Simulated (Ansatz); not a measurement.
B:

```
CELL_PARAMETERS angstrom
1.88524 0.00000 0.00000
0.00000 1.88524 0.00000
0.00000 0.00000 1.88524
ATOMIC_POSITIONS crystal
B 0.50000 0.50000 0.50000
```

The cell was built by a generator and needn't be a form met in nature.

```yaml
Program: Ansatz 0.2.0
Task: relaxation of cell and atoms
Functional: PBEsol
Dispersion: D4
Potentials_or_basis: Ansatz PAW
Cutoff: "420 eV (not typed: the program's choice for these potentials)"
k_mesh: 14 × 14 × 14
Occupations: fermi-dirac, width 0.05 eV
Spin: no spin polarisation
```

At the start: volume 6.70 Å³/atom.

Problem. Where does the relaxation end?

Solution. It ends after 5 steps and the volume is 6.55 Å³/atom (-2.3 %); space group Pm-3m (No. 221, to 0.05 Å).

The path:
```
step  energy change (eV)  largest force (eV/Å)  volume (Å³)
   1              0.0000                0.0000         6.70
   2             -0.0023                0.0000         6.61
   3             -0.0030                0.0000         6.54
   4             -0.0030                0.0000         6.55
   5             -0.0027                0.0000         6.55
```

Final structure:
```yaml
crystal:
  lattice:
    - [1.87069, 0.00000, 0.00000]
    - [0.00000, 1.87069, 0.00000]
    - [0.00000, 0.00000, 1.87069]
  atoms:
    - { symbol: B, position: [0.50000, 0.50000, 0.50000] }
```

Caveat: the plane-wave basis is chosen anew once the cell has moved, so the energies of steps on either side of that aren't comparable; pairwise dispersion overbinds metals, which lowers pressure and volume; the PAW data sets come from PBE, with cores solved anew for the run's functional, which leaves a small shift of forces and pressure.
